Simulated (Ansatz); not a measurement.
Which YAML input does this script hand to the engine? (Ansatz's Python interface)

The script, `deck.py`:
```python
# -*- coding: utf-8 -*-
"""YTlO2 from an input typed as a mapping."""

import json

import ansatz
import numpy as np


def main():
    config = {
        "crystal": {
            "lattice": [
                [1.756231, 1.01396, 6.500565],
                [-1.756231, 1.01396, 6.500565],
                [0.0, -2.027921, 6.500565],
            ],
            "atoms": [
                {"symbol": "Y", "position": [0.5, 0.5, 0.5]},
                {"symbol": "Tl", "position": [0.0, 0.0, 0.0]},
                {"symbol": "O", "position": [0.775683, 0.775683, 0.775683]},
                {"symbol": "O", "position": [0.224317, 0.224317, 0.224317]},
            ],
        },
        "kpoints": {"mp_grid": {"grid": [6, 6, 6]}},
        "hamiltonian": {"xc": "pbesol"},
        "scf": {"occupations": {"method": "fixed"}},
        "basis": {"ecutwfc": 510},
        "output": {"forces": True, "stress": True},
    }

    done = ansatz.Session.from_dict(config).plan(threads=1).execute()
    r = done.report

    energy = r["free_energy_ev"]
    print("YTlO2: {:.6f} eV = {:.6f} Ry = {:.6f} Ha".format(energy, energy / 13.605693, energy / 27.211386))
    print("Fermi level {:.4f} eV, {} k-points, {} symmetry operations".format(r["fermi_energy_ev"], r["n_kpoints"], r["n_symmetry_ops"]))

    # pressure is a third of the trace
    stress = np.array(r["stress_gpa"])
    print(f"pressure {np.trace(stress) / 3:.3f} GPa")
    print("stress tensor, GPa, positive in compression")
    print(np.round(stress, 3) + 0.0)

    keep = ["free_energy_ev", "energy_sigma0_ev", "fermi_energy_ev", "n_iterations", "converged", "magnetization_mub", "n_kpoints"]
    with open("ytlo2.json", "w") as handle:
        json.dump({key: r[key] for key in keep}, handle, indent=1)


if __name__ == "__main__":
    main()
```

`python deck.py` gives:
```text
YTlO2: -16216.893277 eV = -1191.919682 Ry = -595.959841 Ha
Fermi level 8.6157 eV, 32 k-points, 12 symmetry operations
pressure -5.056 GPa
stress tensor, GPa, positive in compression
[[-5.283  0.     0.   ]
 [ 0.    -5.283  0.   ]
 [ 0.     0.    -4.603]]
```

`input.yaml`:
```yaml
crystal:
  lattice:
    - [1.756231, 1.01396, 6.500565]
    - [-1.756231, 1.01396, 6.500565]
    - [0.0, -2.027921, 6.500565]
  atoms:
    - { symbol: "Y", position: [0.5, 0.5, 0.5] }
    - { symbol: Tl, position: [0.0, 0.0, 0.0] }
    - { symbol: O, position: [0.775683, 0.775683, 0.775683] }
    - { symbol: O, position: [0.224317, 0.224317, 0.224317] }
kpoints:
  mp_grid:
    grid: [6, 6, 6]
hamiltonian:
  xc: pbesol
scf:
  occupations:
    method: fixed
basis:
  ecutwfc: 510
output:
  forces: true
  stress: true
```

Notes:
- Absolute energies stand on the zero of these potentials, so only differences at equal settings mean something. A total without «per atom» is that of the cell as typed.
- Spin is left out of this run.
- Under fixed occupations the level called the Fermi level is the highest filled one on the SCF mesh; off the mesh a filled band can lie a little above it.
- Only differences from the Fermi energy are physical; the zero of the scale is a convention.
- Spin-orbit coupling, which matters for elements this heavy, is left out.
- At these settings the cell as given stands under about -5 GPa, so it isn't at this functional's equilibrium volume.
- The structure comes from a database of computed cells and needn't be a stable or known phase.
- Wall time of the script: 2.9 s on 1 thread of Arm Neoverse V2 (shared host), peak memory 0.44 GiB.

(A comment or docstring line of the script was reworded after the run, the code is as it ran; lines on the test bed's own set-up are left out of the output.)
